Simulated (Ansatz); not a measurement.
**The cluster Si₂₀H₂₆: one molecule under many settings, part 1 of 2**

Aim: run the cluster Si₂₀H₂₆ under a spread of inputs, and see what each costs and gives.

Program: Ansatz 0.2.0, Gaussian basis. Level of theory: the settings change from run to run. These are calculated values, not measurements.

## 1. The molecule

The geometry comes from an earlier relaxation with PBE-D4/def2-SVP; it is a stationary point, not always the lowest conformer.

46 atoms, charge 0, spin multiplicity 1.

Atoms are counted from 1 here; the program's logs count them from 0.

Bond lengths: Si1–Si12 2.354 Å, Si1–Si13 2.364 Å, Si1–H21 1.508 Å, Si1–H22 1.507 Å, Si2–Si11 2.354 Å, Si2–Si15 2.354 Å, Si2–H23 1.510 Å, Si2–H24 1.506 Å, Si3–Si14 2.355 Å, Si3–Si16 2.355 Å, Si3–H25 1.511 Å, Si3–H26 1.507 Å, Si4–Si12 2.355 Å, Si4–Si17 2.349 Å, Si4–Si18 2.363 Å, Si4–H27 1.513 Å, Si5–Si14 2.358 Å, Si5–Si17 2.352 Å and more. Angles: Si12–Si1–Si13 100.1°, Si12–Si1–H21 110.3°, Si12–Si1–H22 113.7°, Si13–Si1–H21 112.5°, Si13–Si1–H22 111.2°, H21–Si1–H22 108.9°, Si11–Si2–Si15 110.2°, Si11–Si2–H23 110.0°, Si11–Si2–H24 109.4°, Si15–Si2–H23 109.7°, Si15–Si2–H24 109.6°, H23–Si2–H24 107.9°, Si14–Si3–Si16 109.5°, Si14–Si3–H25 107.8°, Si14–Si3–H26 112.4°, Si16–Si3–H25 107.7°, Si16–Si3–H26 111.6°, H25–Si3–H26 107.8° and more.

## 2. SVWN5/def2-mTZVP

Set apart from the defaults: density fitting with def2-universal-jkfit.

Input file in.yaml:

```yaml
crystal:
  periodic: [false, false, false]
  atoms:
    - {symbol: Si, position_ang: [-3.715233, 2.326599, -0.317590]}
    - {symbol: Si, position_ang: [-1.417042, -3.165794, 2.730769]}
    - {symbol: Si, position_ang: [1.646589, -3.300293, -0.360706]}
    - {symbol: Si, position_ang: [-1.240819, 2.087731, -2.946851]}
    - {symbol: Si, position_ang: [1.489355, -0.586119, -2.931121]}
    - {symbol: Si, position_ang: [-1.204901, -0.584699, -0.197068]}
    - {symbol: Si, position_ang: [-1.082301, 2.360617, 2.276578]}
    - {symbol: Si, position_ang: [1.515681, -0.630427, 2.525938]}
    - {symbol: Si, position_ang: [1.492705, 2.120449, -0.240690]}
    - {symbol: Si, position_ang: [4.213818, -0.520465, -0.161606]}
    - {symbol: Si, position_ang: [-2.618991, -1.829198, 1.210424]}
    - {symbol: Si, position_ang: [-2.593181, 0.704270, -1.603161]}
    - {symbol: Si, position_ang: [-1.874839, 3.606664, 0.431241]}
    - {symbol: Si, position_ang: [0.137273, -1.949428, -1.562625]}
    - {symbol: Si, position_ang: [0.096386, -1.843637, 3.956512]}
    - {symbol: Si, position_ang: [2.873427, -1.962124, 1.139560]}
    - {symbol: Si, position_ang: [0.212816, 0.835832, -4.303186]}
    - {symbol: Si, position_ang: [-0.208642, 3.393554, -1.269667]}
    - {symbol: Si, position_ang: [2.863194, 0.778506, -1.593909]}
    - {symbol: Si, position_ang: [0.195563, 0.738219, 1.152959]}
    - {symbol: H, position_ang: [-4.657392, 3.122244, -1.186382]}
    - {symbol: H, position_ang: [-4.487405, 1.751837, 0.842562]}
    - {symbol: H, position_ang: [-2.370646, -3.856443, 3.675410]}
    - {symbol: H, position_ang: [-0.663467, -4.228305, 1.975006]}
    - {symbol: H, position_ang: [2.621587, -3.894853, -1.350136]}
    - {symbol: H, position_ang: [0.958718, -4.438474, 0.347175]}
    - {symbol: H, position_ang: [-2.121423, 2.979535, -3.793583]}
    - {symbol: H, position_ang: [2.365131, -1.479793, -3.780187]}
    - {symbol: H, position_ang: [-2.215163, 1.781647, 3.084778]}
    - {symbol: H, position_ang: [-0.182847, 3.156359, 3.189276]}
    - {symbol: H, position_ang: [2.413964, 0.269036, 3.344856]}
    - {symbol: H, position_ang: [2.342365, 3.009558, 0.639726]}
    - {symbol: H, position_ang: [5.183051, -1.339695, -0.979149]}
    - {symbol: H, position_ang: [5.010562, 0.387339, 0.743612]}
    - {symbol: H, position_ang: [-3.539814, -2.684696, 0.375077]}
    - {symbol: H, position_ang: [-3.466581, -0.857609, 1.995209]}
    - {symbol: H, position_ang: [-3.492179, -0.218393, -2.390090]}
    - {symbol: H, position_ang: [-0.749881, -2.806384, -2.436374]}
    - {symbol: H, position_ang: [0.895145, -2.707632, 4.900901]}
    - {symbol: H, position_ang: [-0.695335, -0.854339, 4.777337]}
    - {symbol: H, position_ang: [3.765090, -2.843970, 1.983769]}
    - {symbol: H, position_ang: [-0.603598, 0.031551, -5.285162]}
    - {symbol: H, position_ang: [1.130460, 1.743878, -5.084934]}
    - {symbol: H, position_ang: [0.269442, 4.728709, -1.783030]}
    - {symbol: H, position_ang: [-2.220139, 5.039212, 0.752389]}
    - {symbol: H, position_ang: [3.729536, 1.629445, -2.493835]}
basis:
  gaussian: {orbitals: def2-mTZVP, fitting: {mean_field: def2-universal-jkfit}}
hamiltonian: {xc: {name: SVWN5}}
scf: {omitted_lower_state_checks: [starts]}
```

Launch:

```
ansatz run in.yaml --threads 2 --pin off --events-out ev --progress --plain --max-ram 32768MiB --backend cuda --devices 0, --max-vram 18GiB
```

Log:

```text
Functional definition: SVWN5
  name "SVWN5"
  cite "Dirac, Proc. Camb. Phil. Soc. 26, 376 (1930) doi:10.1017/S0305004100016108"
  cite "Slater, Phys. Rev. 81, 385 (1951) doi:10.1103/PhysRev.81.385"
  cite "Vosko, Wilk & Nusair, Can. J. Phys. 58, 1200 (1980) doi:10.1139/p80-159"
  exchange = slater_x
  correlation = vwn5_c
these checks for a lower state are left out or cut short: starts
3028 factors; integrals over basis functions are off by at most 5.9e-1 eV
mean field evaluation 1: about -157347.0781 eV, gradient 3.8e1 eV
mean field evaluation 2: about -157347.7840 eV, gradient 4.1e1 eV
mean field evaluation 4: about -157353.6223 eV, gradient 5.6e0 eV
mean field evaluation 8: about -157353.7107 eV, gradient 6.5e-1 eV
mean field evaluation 16: about -157353.7123 eV, gradient 2.8e-4 eV
mean field -157353.71230686 eV, -5782.6422691000 hartree, gradient 3.4e-5 eV, S^2 0.000000; 0 other end points of the search recorded, 0 dependent functions left out
reference -157353.71240596 eV, -5782.6422727421 hartree; 153, 153 occupied and 365, 365 virtual orbitals, 3028 factors
Total energy: -157353.71240596 eV, -5782.6422727421 hartree
Checks for a lower state left out: starts
```

It took 4.1 s on 1 × H100 (card shared with other runs) with 2 threads of AMD EPYC 7R13, shared host; peak host memory 1 GiB.

## 3. r2SCAN50/6-31G

Options: atoms shaken by 0.15 Å.

Input file in.yaml:

```yaml
crystal:
  periodic: [false, false, false]
  atoms:
    - {symbol: Si, position_ang: [-3.821363, 2.473771, -0.594713]}
    - {symbol: Si, position_ang: [-1.303196, -3.068847, 2.654303]}
    - {symbol: Si, position_ang: [1.693374, -3.204113, -0.462019]}
    - {symbol: Si, position_ang: [-1.178855, 2.027956, -2.826772]}
    - {symbol: Si, position_ang: [1.502273, -0.490878, -3.049979]}
    - {symbol: Si, position_ang: [-1.032006, -0.697322, -0.319137]}
    - {symbol: Si, position_ang: [-1.012452, 2.030814, 2.112331]}
    - {symbol: Si, position_ang: [1.319380, -0.675106, 2.338177]}
    - {symbol: Si, position_ang: [1.735014, 1.967048, -0.146544]}
    - {symbol: Si, position_ang: [4.000651, -0.677318, -0.063610]}
    - {symbol: Si, position_ang: [-2.607446, -1.849053, 1.068243]}
    - {symbol: Si, position_ang: [-2.535673, 0.535935, -1.527175]}
    - {symbol: Si, position_ang: [-1.795531, 3.261789, 0.408889]}
    - {symbol: Si, position_ang: [0.244080, -1.817677, -1.667395]}
    - {symbol: Si, position_ang: [0.410386, -1.937559, 3.855762]}
    - {symbol: Si, position_ang: [3.208450, -1.962276, 1.104310]}
    - {symbol: Si, position_ang: [0.141808, 0.970460, -4.485780]}
    - {symbol: Si, position_ang: [0.007410, 3.226226, -1.317256]}
    - {symbol: Si, position_ang: [2.863435, 0.642370, -1.509028]}
    - {symbol: Si, position_ang: [0.481415, 0.638511, 1.181859]}
    - {symbol: H, position_ang: [-4.959552, 3.159540, -1.170337]}
    - {symbol: H, position_ang: [-4.717322, 1.859554, 0.841182]}
    - {symbol: H, position_ang: [-2.232922, -4.005121, 3.771299]}
    - {symbol: H, position_ang: [-0.813856, -4.415488, 2.174261]}
    - {symbol: H, position_ang: [2.715787, -3.747063, -1.303785]}
    - {symbol: H, position_ang: [1.185915, -4.299883, 0.539245]}
    - {symbol: H, position_ang: [-2.311964, 2.853846, -3.537112]}
    - {symbol: H, position_ang: [2.184975, -1.649123, -4.033195]}
    - {symbol: H, position_ang: [-2.098862, 1.836895, 3.190139]}
    - {symbol: H, position_ang: [-0.316005, 3.343159, 3.302666]}
    - {symbol: H, position_ang: [2.334631, 0.312606, 3.398782]}
    - {symbol: H, position_ang: [2.320507, 2.919150, 0.507530]}
    - {symbol: H, position_ang: [5.192410, -1.116865, -1.184912]}
    - {symbol: H, position_ang: [5.096079, 0.376170, 0.607150]}
    - {symbol: H, position_ang: [-3.349438, -2.513368, 0.443337]}
    - {symbol: H, position_ang: [-3.680751, -0.994311, 2.099398]}
    - {symbol: H, position_ang: [-3.549894, -0.048692, -2.399929]}
    - {symbol: H, position_ang: [-0.685317, -2.883760, -2.414205]}
    - {symbol: H, position_ang: [1.098656, -2.915726, 4.870872]}
    - {symbol: H, position_ang: [-0.509109, -0.644011, 4.907967]}
    - {symbol: H, position_ang: [3.910282, -2.864075, 1.781690]}
    - {symbol: H, position_ang: [-0.592339, -0.075793, -5.200922]}
    - {symbol: H, position_ang: [1.208175, 1.776658, -5.205503]}
    - {symbol: H, position_ang: [0.390388, 4.824760, -1.710053]}
    - {symbol: H, position_ang: [-1.981927, 4.661526, 0.482606]}
    - {symbol: H, position_ang: [3.573607, 1.766392, -2.672190]}
basis:
  gaussian: {orbitals: 6-31G}
hamiltonian: {xc: {name: r2SCAN50}}
output: {forces: true}
```

Launched as before.

Log (excerpt; [...] marks lines left out):

```text
Functional definition: r2SCAN50
  name "r2SCAN50"
  cite "Bursch, Neugebauer, Ehlert & Grimme, J. Chem. Phys. 156, 134105 (2022) doi:10.1063/5.0086040"
  cite "Furness, Kaplan, Ning, Perdew & Sun, J. Phys. Chem. Lett. 11, 8208 (2020) doi:10.1021/acs.jpclett.0c02405"
  cite "Furness, Kaplan, Ning, Perdew & Sun, J. Phys. Chem. Lett. 11, 9248 (2020) doi:10.1021/acs.jpclett.0c03077"
  parent r2scan
[...]
3632 factors; integrals over basis functions are off by at most 1.8e-4 eV
[...]
mean field -157927.56326019 eV, -5803.7309026648 hartree, gradient 3.4e-5 eV, S^2 0.000000; 0 other end points of the search recorded, 0 dependent functions left out
[...]
reference -157927.56327651 eV, -5803.7309032645 hartree; 153, 153 occupied and 159, 159 virtual orbitals, 3632 factors
Total energy: -157927.56327651 eV, -5803.7309032645 hartree
[...]
Atom 36 at    -3.549894    -0.048692    -2.399929 Å, force    -0.078285    -0.913898    -0.477310 eV/Å
Atom 37 at    -0.685317    -2.883760    -2.414205 Å, force     0.785206     1.013040     0.453579 eV/Å
Atom 38 at     1.098656    -2.915726     4.870872 Å, force    -0.213589     0.958907    -1.041070 eV/Å
Atom 39 at    -0.509109    -0.644011     4.907967 Å, force     1.465961    -2.176785    -1.654114 eV/Å
Atom 40 at     3.910282    -2.864075     1.781690 Å, force     2.193127    -2.608471     2.304760 eV/Å
Atom 41 at    -0.592339    -0.075793    -5.200922 Å, force    -0.246312    -0.057547    -0.665560 eV/Å
Atom 42 at     1.208175     1.776658    -5.205503 Å, force    -0.626829    -0.205869    -0.051257 eV/Å
Atom 43 at     0.390388     4.824760    -1.710053 Å, force    -0.419316    -2.264982     0.476968 eV/Å
Atom 44 at    -1.981927     4.661526     0.482606 Å, force    -0.037456     1.748144     0.813664 eV/Å
Atom 45 at     3.573607     1.766392    -2.672190 Å, force    -0.441636    -1.774716     1.992854 eV/Å
Dipole moment:     0.188172    -0.185381    -0.566583 e Å
```

Run time: 10 s. Hardware: 1 × H100 (card shared with other runs) with 2 threads of AMD EPYC 7R13, shared host; peak host memory 2 GiB.

Largest force 14.092 eV/Å, dipole 3.00 D.

## 4. wB97/def2-SVP

Set apart from the defaults: density fitting with def2-universal-jkfit.

Input file in.yaml:

```yaml
crystal:
  periodic: [false, false, false]
  atoms:
    - {symbol: Si, position_ang: [-3.715233, 2.326599, -0.317590]}
    - {symbol: Si, position_ang: [-1.417042, -3.165794, 2.730769]}
    - {symbol: Si, position_ang: [1.646589, -3.300293, -0.360706]}
    - {symbol: Si, position_ang: [-1.240819, 2.087731, -2.946851]}
    - {symbol: Si, position_ang: [1.489355, -0.586119, -2.931121]}
    - {symbol: Si, position_ang: [-1.204901, -0.584699, -0.197068]}
    - {symbol: Si, position_ang: [-1.082301, 2.360617, 2.276578]}
    - {symbol: Si, position_ang: [1.515681, -0.630427, 2.525938]}
    - {symbol: Si, position_ang: [1.492705, 2.120449, -0.240690]}
    - {symbol: Si, position_ang: [4.213818, -0.520465, -0.161606]}
    - {symbol: Si, position_ang: [-2.618991, -1.829198, 1.210424]}
    - {symbol: Si, position_ang: [-2.593181, 0.704270, -1.603161]}
    - {symbol: Si, position_ang: [-1.874839, 3.606664, 0.431241]}
    - {symbol: Si, position_ang: [0.137273, -1.949428, -1.562625]}
    - {symbol: Si, position_ang: [0.096386, -1.843637, 3.956512]}
    - {symbol: Si, position_ang: [2.873427, -1.962124, 1.139560]}
    - {symbol: Si, position_ang: [0.212816, 0.835832, -4.303186]}
    - {symbol: Si, position_ang: [-0.208642, 3.393554, -1.269667]}
    - {symbol: Si, position_ang: [2.863194, 0.778506, -1.593909]}
    - {symbol: Si, position_ang: [0.195563, 0.738219, 1.152959]}
    - {symbol: H, position_ang: [-4.657392, 3.122244, -1.186382]}
    - {symbol: H, position_ang: [-4.487405, 1.751837, 0.842562]}
    - {symbol: H, position_ang: [-2.370646, -3.856443, 3.675410]}
    - {symbol: H, position_ang: [-0.663467, -4.228305, 1.975006]}
    - {symbol: H, position_ang: [2.621587, -3.894853, -1.350136]}
    - {symbol: H, position_ang: [0.958718, -4.438474, 0.347175]}
    - {symbol: H, position_ang: [-2.121423, 2.979535, -3.793583]}
    - {symbol: H, position_ang: [2.365131, -1.479793, -3.780187]}
    - {symbol: H, position_ang: [-2.215163, 1.781647, 3.084778]}
    - {symbol: H, position_ang: [-0.182847, 3.156359, 3.189276]}
    - {symbol: H, position_ang: [2.413964, 0.269036, 3.344856]}
    - {symbol: H, position_ang: [2.342365, 3.009558, 0.639726]}
    - {symbol: H, position_ang: [5.183051, -1.339695, -0.979149]}
    - {symbol: H, position_ang: [5.010562, 0.387339, 0.743612]}
    - {symbol: H, position_ang: [-3.539814, -2.684696, 0.375077]}
    - {symbol: H, position_ang: [-3.466581, -0.857609, 1.995209]}
    - {symbol: H, position_ang: [-3.492179, -0.218393, -2.390090]}
    - {symbol: H, position_ang: [-0.749881, -2.806384, -2.436374]}
    - {symbol: H, position_ang: [0.895145, -2.707632, 4.900901]}
    - {symbol: H, position_ang: [-0.695335, -0.854339, 4.777337]}
    - {symbol: H, position_ang: [3.765090, -2.843970, 1.983769]}
    - {symbol: H, position_ang: [-0.603598, 0.031551, -5.285162]}
    - {symbol: H, position_ang: [1.130460, 1.743878, -5.084934]}
    - {symbol: H, position_ang: [0.269442, 4.728709, -1.783030]}
    - {symbol: H, position_ang: [-2.220139, 5.039212, 0.752389]}
    - {symbol: H, position_ang: [3.729536, 1.629445, -2.493835]}
basis:
  gaussian: {orbitals: def2-SVP, fitting: {mean_field: def2-universal-jkfit}}
hamiltonian: {xc: {name: wB97}}
scf: {omitted_lower_state_checks: [starts]}
output: {forces: true}
```

Same command.

Log (excerpt; [...] marks lines left out):

```text
Functional definition: wB97
  name "wB97"
  cite "Chai & Head-Gordon, J. Chem. Phys. 128, 084106 (2008) doi:10.1063/1.2834918"
  cite "Becke, J. Chem. Phys. 107, 8554 (1997) doi:10.1063/1.475007"
[...]
  # The coefficients of nought are those of the uniform gas.
[...]
      + integral(e_c_pw_opposite_spin*poly(b97_u_opposite, 1, cos1, cos2, cos3, cos4))
[...]
3028 factors; integrals over basis functions are off by at most 3.2e-1 eV
3028 factors; integrals over basis functions are off by at most 2.0e-6 eV
[...]
mean field -157928.32420130 eV, -5803.7588667347 hartree, gradient 3.1e-5 eV, S^2 0.000000; 0 other end points of the search recorded, 0 dependent functions left out
[...]
reference -157928.32417769 eV, -5803.7588658674 hartree; 153, 153 occupied and 337, 337 virtual orbitals, 3028 factors
Total energy: -157928.32417769 eV, -5803.7588658674 hartree
[...]
Atom 37 at    -0.749881    -2.806384    -2.436374 Å, force     0.137334     0.128772     0.128205 eV/Å
Atom 38 at     0.895145    -2.707632     4.900901 Å, force    -0.115451     0.129358    -0.149338 eV/Å
Atom 39 at    -0.695335    -0.854339     4.777337 Å, force     0.107429    -0.127777    -0.121910 eV/Å
Atom 40 at     3.765090    -2.843970     1.983769 Å, force    -0.140197     0.143065    -0.131546 eV/Å
Atom 41 at    -0.603598     0.031551    -5.285162 Å, force     0.112490     0.118845     0.159056 eV/Å
Atom 42 at     1.130460     1.743878    -5.084934 Å, force    -0.130462    -0.129868     0.128112 eV/Å
Atom 43 at     0.269442     4.728709    -1.783030 Å, force    -0.065247    -0.217620     0.077251 eV/Å
Atom 44 at    -2.220139     5.039212     0.752389 Å, force     0.055124    -0.231614    -0.048959 eV/Å
Atom 45 at     3.729536     1.629445    -2.493835 Å, force    -0.130799    -0.131496     0.142221 eV/Å
Dipole moment:    -0.008711     0.020086    -0.004989 e Å
Checks for a lower state left out: starts
```

Run time: 11 s. Hardware: 1 × H100 (card shared with other runs) with 2 threads of AMD EPYC 7R13, shared host; peak host memory 2 GiB.

Largest force 0.243 eV/Å, dipole 0.11 D.

(Continued in part 2 of 2.)
